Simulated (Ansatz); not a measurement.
# Ag+ with SiH₃Cl: superposition error and deformation, part 2 of 2

Ansatz 0.2.0, Gaussian basis.

## (11) B3LYP-D4/def2-TZVPPD

File free-b/in.yaml:

```yaml
crystal:
  periodic: [false, false, false]
  atoms:
    - {symbol: Si, position_ang: [0.140847, 0.114091, 0.694525]}
    - {symbol: Cl, position_ang: [-1.230653, 0.025905, -0.831287]}
    - {symbol: H, position_ang: [1.192409, 1.089318, 0.326213]}
    - {symbol: H, position_ang: [0.727710, -1.232901, 0.878130]}
    - {symbol: H, position_ang: [-0.554780, 0.546468, 1.928070]}
basis:
  gaussian: {orbitals: "def2-TZVPPD.json"}
hamiltonian: {xc: {name: B3LYP}, dispersion: d4}
```

The run is started by

```bash
$ ansatz run in.yaml --threads 4 --pin off --events-out ev --progress --plain --max-ram 9574MiB
```

Log, cut to the lines that bear on the results:

```text
Functional definition: B3LYP
  name "B3LYP"
  cite "Stephens, Devlin, Chabalowski & Frisch, J. Phys. Chem. 98, 11623 (1994) doi:10.1021/j100096a001"
  cite "Becke, Phys. Rev. A 38, 3098 (1988) doi:10.1103/PhysRevA.38.3098"
  cite "Lee, Yang & Parr, Phys. Rev. B 37, 785 (1988) doi:10.1103/PhysRevB.37.785"
  cite "Vosko, Wilk & Nusair, Can. J. Phys. 58, 1200 (1980) doi:10.1139/p80-159"
[...]
826 factors; their error is unknown
[...]
mean field -20452.05188115 eV, -751.5990437337 hartree, gradient 6.9e-5 eV, S^2 0.000000; 0 other end points of the search recorded, 0 dependent functions left out
reference -20452.05213181 eV, -751.5990529454 hartree; 17, 17 occupied and 133, 133 virtual orbitals, 826 factors
Total energy: -20452.17521926 eV, -751.6035763255 hartree
```

It took 1.1 s on 4 threads of Intel Xeon Platinum 8259CL at 2.50GHz, shared host.

## (12) wB97X-V/def2-TZVPPD

free-b/in.yaml: that of step 11 with these lines changed.

```diff
@@ -10,2 +10,2 @@
   gaussian: {orbitals: "def2-TZVPPD.json"}
-hamiltonian: {xc: {name: B3LYP}, dispersion: d4}
+hamiltonian: {xc: {name: wB97X-V}}
```

The run is started by

```bash
$ ansatz run in.yaml --threads 4 --pin off --events-out ev --progress --plain --max-ram 9574MiB
```

Log, cut to the lines that bear on the results:

```text
[... 5 set-up lines as earlier in the session ...]
[...]
      + integral(e_c_pw_opposite_spin*poly(b97_u_opposite, cos0, cos1)) + vv10(b, c)
819 factors; their error is unknown
203 factors; integrals over basis functions are off by at most 3.8e-5 eV
[...]
mean field -20447.83034394 eV, -751.4439051025 hartree, gradient 3.1e-5 eV, S^2 0.000000; 0 other end points of the search recorded, 0 dependent functions left out
reference -20447.83034149 eV, -751.4439050126 hartree; 17, 17 occupied and 133, 133 virtual orbitals, 819 factors
Total energy: -20447.83034149 eV, -751.4439050126 hartree
```

Wall time 2.2 s (4 threads of Intel Xeon Platinum 8259CL at 2.50GHz, shared host).

## (13) wB97M-V/def2-TZVPPD

free-b/in.yaml: that of step 12 with these lines changed.

```diff
@@ -10,2 +10,2 @@
   gaussian: {orbitals: "def2-TZVPPD.json"}
-hamiltonian: {xc: {name: wB97X-V}}
+hamiltonian: {xc: {name: wB97M-V}}
```

The run is started by

```bash
$ ansatz run in.yaml --threads 4 --pin off --events-out ev --progress --plain --max-ram 9574MiB
```

Log, cut to the lines that bear on the results:

```text
[... 5 set-up lines as earlier in the session ...]
  # Of w^i u^j: cxij and so on, Table III.
[...]
  gx(w, u) = 1 - cx + cx01*u + cx10*w
  gss(w, u) = css00 + css04*u^4 + css10*w + css20*w^2 + css43*w^4*u^3
  gos(w, u) = cos00 + cos10*w + (cos20 + cos21*u)*w^2 + (cos60 + cos61*u)*w^6
[...]
      + integral(e_c_pw_mod_opposite_spin*gos(b97_w_opposite, b97_u_opposite)) + vv10(b, c)
814 factors; their error is unknown
203 factors; integrals over basis functions are off by at most 3.8e-5 eV
[...]
mean field -20449.44901526 eV, -751.5033901766 hartree, gradient 7.3e-6 eV, S^2 0.000000; 0 other end points of the search recorded, 0 dependent functions left out
reference -20449.44907800 eV, -751.5033924820 hartree; 17, 17 occupied and 133, 133 virtual orbitals, 814 factors
Total energy: -20449.44907800 eV, -751.5033924820 hartree
```

Wall time 2.4 s (4 threads of Intel Xeon Platinum 8259CL at 2.50GHz, shared host).

## (14) B2PLYP/def2-TZVPPD

free-b/in.yaml: that of step 13 with these lines changed.

```diff
@@ -10,2 +10,2 @@
   gaussian: {orbitals: "def2-TZVPPD.json"}
-hamiltonian: {xc: {name: wB97M-V}}
+hamiltonian: {xc: {name: B2PLYP}}
```

The run is started by

```bash
$ ansatz run in.yaml --threads 4 --pin off --events-out ev --progress --plain --max-ram 9574MiB
```

Log, cut to the lines that bear on the results:

```text
[... 5 set-up lines as earlier in the session ...]
[...]
841 factors; integrals over basis functions are off by at most 8.9e-4 eV
[...]
mean field -20441.16023111 eV, -751.1987829772 hartree, gradient 2.3e-6 eV, S^2 0.000000; 0 other end points of the search recorded, 0 dependent functions left out
10 core orbitals not correlated: weight in the atoms' cores, before any rotation towards them, 1.000 or more for the frozen orbitals, at most 0.000 for the correlated occupied ones
reference -20441.16039050 eV, -751.1987888346 hartree; 7, 7 occupied and 133, 133 virtual orbitals, 841 factors
second order -10.69485849 eV of doubles, -0.00000000 eV of singles
Total energy: -20444.04800229 eV, -751.3049066108 hartree
```

It took 1.5 s on 4 threads of Intel Xeon Platinum 8259CL at 2.50GHz, shared host.

## (15) BLYP-D4/def2-TZVPPD

free-b/in.yaml: that of step 14 with these lines changed.

```diff
@@ -10,2 +10,2 @@
   gaussian: {orbitals: "def2-TZVPPD.json"}
-hamiltonian: {xc: {name: B2PLYP}}
+hamiltonian: {xc: {name: BLYP}, dispersion: d4}
```

The run is started by

```bash
$ ansatz run in.yaml --threads 4 --pin off --events-out ev --progress --plain --max-ram 9574MiB
```

Log, cut to the lines that bear on the results:

```text
Functional definition: BLYP
  name "BLYP"
[... 2 set-up lines as earlier in the session ...]
  parameter beta = 0.0042
  parameter a = 0.04918
  parameter b = 0.132
  parameter c = 0.2533
  parameter d = 0.349
  exchange = b88_x(beta = beta)
  correlation = lyp_c(a = a, b = b, c = c, d = d)
806 factors; their error is unknown
mean field evaluation 1: about -20449.5481 eV, gradient 1.8e1 eV
mean field evaluation 2: about -20450.0106 eV, gradient 1.5e1 eV
mean field evaluation 4: about -20450.6017 eV, gradient 9.6e-1 eV
mean field evaluation 8: about -20450.5831 eV, gradient 2.3e-2 eV
mean field -20450.58312056 eV, -751.5450677775 hartree, gradient 6.1e-5 eV, S^2 0.000000; 0 other end points of the search recorded, 0 dependent functions left out
reference -20450.58344935 eV, -751.5450798603 hartree; 17, 17 occupied and 133, 133 virtual orbitals, 806 factors
Total energy: -20450.75137782 eV, -751.5512511179 hartree
```

Wall time 0.8 s (4 threads of Intel Xeon Platinum 8259CL at 2.50GHz, shared host).

## (16) revPBE-D4/def2-TZVPPD

free-b/in.yaml: that of step 15 with these lines changed.

```diff
@@ -10,2 +10,2 @@
   gaussian: {orbitals: "def2-TZVPPD.json"}
-hamiltonian: {xc: {name: BLYP}, dispersion: d4}
+hamiltonian: {xc: {name: revPBE}, dispersion: d4}
```

The run is started by

```bash
$ ansatz run in.yaml --threads 4 --pin off --events-out ev --progress --plain --max-ram 9574MiB
```

Log, cut to the lines that bear on the results:

```text
Functional definition: revPBE
  name "revPBE"
  cite "Zhang & Yang, Phys. Rev. Lett. 80, 890 (1998) doi:10.1103/PhysRevLett.80.890"
[... 1 set-up line as earlier in the session ...]
  parameter kappa = 1.245
[... 3 set-up lines as earlier in the session ...]
806 factors; their error is unknown
mean field evaluation 1: about -20446.0900 eV, gradient 1.6e1 eV
mean field evaluation 2: about -20446.4755 eV, gradient 1.4e1 eV
mean field evaluation 4: about -20446.9547 eV, gradient 1.1e0 eV
mean field evaluation 8: about -20446.9370 eV, gradient 2.5e-2 eV
mean field -20446.93699317 eV, -751.4110750673 hartree, gradient 2.9e-5 eV, S^2 0.000000; 0 other end points of the search recorded, 0 dependent functions left out
reference -20446.93705560 eV, -751.4110773617 hartree; 17, 17 occupied and 133, 133 virtual orbitals, 806 factors
Total energy: -20447.16232992 eV, -751.4193560401 hartree
```

It took 0.7 s on 4 threads of Intel Xeon Platinum 8259CL at 2.50GHz, shared host.

## (17) B97M-V/def2-TZVPPD

free-b/in.yaml: that of step 16 with these lines changed.

```diff
@@ -10,2 +10,2 @@
   gaussian: {orbitals: "def2-TZVPPD.json"}
-hamiltonian: {xc: {name: revPBE}, dispersion: d4}
+hamiltonian: {xc: {name: B97M-V}}
```

The run is started by

```bash
$ ansatz run in.yaml --threads 4 --pin off --events-out ev --progress --plain --max-ram 9574MiB
```

Log, cut to the lines that bear on the results:

```text
[... 5 set-up lines as earlier in the session ...]
  # Of w^i u^j: cxij and so on, Table III.
[...]
  gx(w, u) = cx00 + cx01*u + cx02*u^2 + (cx10 + cx11*u)*w
  gss(w, u) = css00 + css02*u^2 + css10*w + (css32*w^3 + css42*w^4)*u^2
  gos(w, u) = cos00 + cos01*u + cos03*u^3 + cos10*w + cos32*w^3*u^2
[...]
      + integral(e_c_pw_mod_opposite_spin*gos(b97_w_opposite, b97_u_opposite)) + vv10(b, c)
806 factors; their error is unknown
[...]
mean field -20445.64627919 eV, -751.3636422033 hartree, gradient 2.2e-5 eV, S^2 0.000000; 0 other end points of the search recorded, 0 dependent functions left out
reference -20445.64635186 eV, -751.3636448741 hartree; 17, 17 occupied and 133, 133 virtual orbitals, 806 factors
Total energy: -20445.64635186 eV, -751.3636448741 hartree
```

Run time: 2.1 s. Hardware: 4 threads of Intel Xeon Platinum 8259CL at 2.50GHz, shared host.

## (18) HSE06-D4/def2-TZVPPD

free-b/in.yaml: that of step 17 with these lines changed.

```diff
@@ -10,2 +10,2 @@
   gaussian: {orbitals: "def2-TZVPPD.json"}
-hamiltonian: {xc: {name: B97M-V}}
+hamiltonian: {xc: hse06, dispersion: d4}
```

The run is started by

```bash
$ ansatz run in.yaml --threads 4 --pin off --events-out ev --progress --plain --max-ram 9574MiB
```

Log, cut to the lines that bear on the results:

```text
Functional definition: HSE06
  name "HSE06"
  cite "Heyd, Scuseria & Ernzerhof, J. Chem. Phys. 118, 8207 (2003) doi:10.1063/1.1564060"
  cite "Krukau, Vydrov, Izmaylov & Scuseria, J. Chem. Phys. 125, 224106 (2006) doi:10.1063/1.2404663"
  cite "Heyd & Scuseria, J. Chem. Phys. 120, 7274 (2004) doi:10.1063/1.1668634"
  cite "Ernzerhof & Perdew, J. Chem. Phys. 109, 3313 (1998) doi:10.1063/1.476928"
[... 2 set-up lines as earlier in the session ...]
[...]
  # The whole range is PBE's own exchange, as in plane waves. The composition of these papers is wPBEh.
[...]
833 factors; their error is unknown
77 factors; integrals over basis functions are off by at most 2.0e-5 eV
[...]
mean field -20442.96731947 eV, -751.2651922497 hartree, gradient 1.4e-5 eV, S^2 0.000000; 0 other end points of the search recorded, 0 dependent functions left out
reference -20442.96736985 eV, -751.2651941010 hartree; 17, 17 occupied and 133, 133 virtual orbitals, 833 factors
Total energy: -20443.02551376 eV, -751.2673308505 hartree
```

It took 1.1 s on 4 threads of Intel Xeon Platinum 8259CL at 2.50GHz, shared host.

## (19) CCSD(T)/def2-TZVPPD

free-b/in.yaml: that of step 18 with these lines changed.

```diff
@@ -10,2 +10,2 @@
   gaussian: {orbitals: "def2-TZVPPD.json"}
-hamiltonian: {xc: hse06, dispersion: d4}
+correlation: {method: ccsd_t}
```

The run is started by

```bash
$ ansatz run in.yaml --threads 4 --pin off --events-out ev --progress --plain --max-ram 9574MiB
```

Log, cut to the lines that bear on the results:

```text
[... 4 set-up lines as earlier in the session ...]
[...]
841 factors; integrals over basis functions are off by at most 8.9e-4 eV
[...]
mean field -20415.31171527 eV, -750.2488675410 hartree, gradient 1.3e-6 eV, S^2 0.000000; 0 other end points of the search recorded, 0 dependent functions left out
10 core orbitals not correlated: weight in the atoms' cores, before any rotation towards them, 1.000 or more for the frozen orbitals, at most 0.000 for the correlated occupied ones
reference -20415.31171527 eV, -750.2488675410 hartree; 7, 7 occupied and 133, 133 virtual orbitals, 841 factors
second order -8.77051935 eV of doubles, -0.00000000 eV of singles
cycle   1  -9.50811609 eV  change   -7.4e-1 eV  update   6.2e-2
[...]
cycle   8  -9.80147696 eV  change   -1.2e-5 eV  update   1.2e-5
perturbative correction -0.35614113 eV, -0.0130879451 hartree
Total energy: -20425.46933336 eV, -750.6221531205 hartree
```

Run time: 2.7 s. Hardware: 4 threads of Intel Xeon Platinum 8259CL at 2.50GHz, shared host; peak memory 0.66 GiB.

## (20) The split

| method | interaction with counterpoise (meV) | without | superposition error | deformation | binding energy |
| --- | --- | --- | --- | --- | --- |
| PBE-D4 | -1504 | -1508 | 4 | 97 | -1407 |
| revPBE-D4 | -1354 | -1358 | 4 | 90 | -1264 |
| BLYP-D4 | -1478 | -1483 | 5 | 75 | -1403 |
| r2SCAN-D4 | -1467 | -1470 | 4 | 118 | -1348 |
| B97M-V | -1345 | -1349 | 4 | 135 | -1210 |
| PBE0-D4 | -1339 | -1343 | 3 | 119 | -1220 |
| B3LYP-D4 | -1367 | -1372 | 4 | 98 | -1270 |
| HSE06-D4 | -1339 | -1342 | 3 | 119 | -1220 |
| wB97X-V | -1246 | -1250 | 4 | 119 | -1127 |
| wB97M-V | -1240 | -1244 | 4 | 111 | -1129 |
| B2PLYP | -1232 | -1257 | 25 | 107 | -1125 |
| Hartree-Fock | -723 | -726 | 3 | 116 | -606 |
| MP2 | -1190 | -1258 | 68 | 119 | -1071 |
| CCSD | -1057 | -1120 | 63 | 114 | -942 |
| CCSD(T) | -1109 | -1182 | 73 | 111 | -998 |

## (21) What came out

What follows sums up all 2 parts.

| quantity | value |
| --- | --- |
| interaction, CCSD(T) | -1109 meV |
| superposition error | 73 meV |
| deformation | 111 meV |
| binding energy | -998 meV |

What this shows: In this basis the superposition error is 73 meV for CCSD(T) and 4 meV on average for the plain functionals: correlated methods borrow far more, since they need many more functions to converge. Deformation takes back 10 % of the interaction.
